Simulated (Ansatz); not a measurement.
# Germanium, dhcp under PBEsol: from relaxation to bulk modulus

What does PBEsol give for germanium in the dhcp structure? We relax it, solve it on a dense k-mesh, then scale the cell to 7 volumes from 88 to 112 % of the relaxed one and try a fit of the equation of state. Spin polarisation is left out. The k-meshes are 12×12×4 for the relaxation; 16×16×5 for the dense run; 16×16×5 for the volumes.

Computed with Ansatz 0.2.0 (DFT PBEsol, plane waves (420 eV) with PAW, scalar-relativistic; PAW files made under PBE, frozen cores solved again for the functional, unless a step says otherwise).

## 1. Starting point

It takes space group P6_3/mmc (No. 194, hexagonal). Conventional cell: a = 3.008 Å, b = 3.008 Å, c = 9.823 Å, α = 90.00°, β = 90.00°, γ = 120.00°. Ge (site symmetry -3m) is surrounded by 12 Ge at 3.01 Å. Ge (site symmetry -6m2) is surrounded by 12 Ge at 3.01 Å.

As a file:

```
CELL_PARAMETERS angstrom
3.00765 0.00000 0.00000
-1.50383 2.60470 0.00000
0.00000 0.00000 9.82300
ATOMIC_POSITIONS crystal
Ge 0.00000 0.00000 0.00000
Ge 0.00000 0.00000 0.50000
Ge 0.33333 0.66667 0.25000
Ge 0.66667 0.33333 0.75000
```

## 2. Geometry optimisation

input.yaml

```yaml
crystal:
  lattice:
    - [3.0076538696, 0.0, 0.0]
    - [-1.5038269348, 2.6047046568, 0.0]
    - [0.0, 0.0, 9.8229975381]
  atoms:
    - { symbol: Ge, position: [0.0, 0.0, 0.0] }
    - { symbol: Ge, position: [0.0, 0.0, 0.5] }
    - { symbol: Ge, position: [0.3333333333, 0.6666666667, 0.25] }
    - { symbol: Ge, position: [0.6666666667, 0.3333333333, 0.75] }
hamiltonian:
  xc: pbesol
  pseudopotentials:
    kind: paw
    azcp:
      Ge: "pseudopotentials/Ge.paw.azcp"
basis:
  ecutwfc: 420
  fft_grid_basis: typed
kpoints:
  mp_grid: { grid: [12, 12, 4], shift: [0, 0, 0] }
magnetization:
  spin_polarized: false
scf:
  occupations: { method: fermi_dirac, width: 0.1 }
relax:
  max_steps: 60
  f_tol: 0.01
  cell: {}
```

Further steps of the session: Dense single point; At 88 % of the relaxed volume; At 92 % of the relaxed volume; At 96 % of the relaxed volume; At 100 % of the relaxed volume; At 104 % of the relaxed volume; At 108 % of the relaxed volume; At 112 % of the relaxed volume.

What does the calculation give? Wanted: space group; conventional cell; volume; shortest distance; gap on the mesh; relative to diamond; V₀, B₀, B₀′.

As calculated:

```
                      quantity                                   value
space group (spins left aside)                      P6_3/mmc (No. 194)
             conventional cell  a = 2.988 Å, c = 9.553 Å (c/a = 3.197)
                        volume                          18.466 Å³/atom
             shortest distance                                 2.946 Å
               gap on the mesh            none (levels filled in part)
           relative to diamond                           +279 meV/atom
                   V₀, B₀, B₀′             18.467 Å³/atom, 73 GPa, 4.5
```

From the guessed start the volume shrank by 4.0 % in 8 steps. It lies 279 meV/atom above the element's reference form at the same level (diamond, from a run of its own), so it is far from stable. Levels at the Fermi energy are filled in part, as in a metal. The fitted modulus is 73 GPa; letting shape and positions relax at each volume could only lower it. Relaxation kept the symmetry; phonons were not checked.
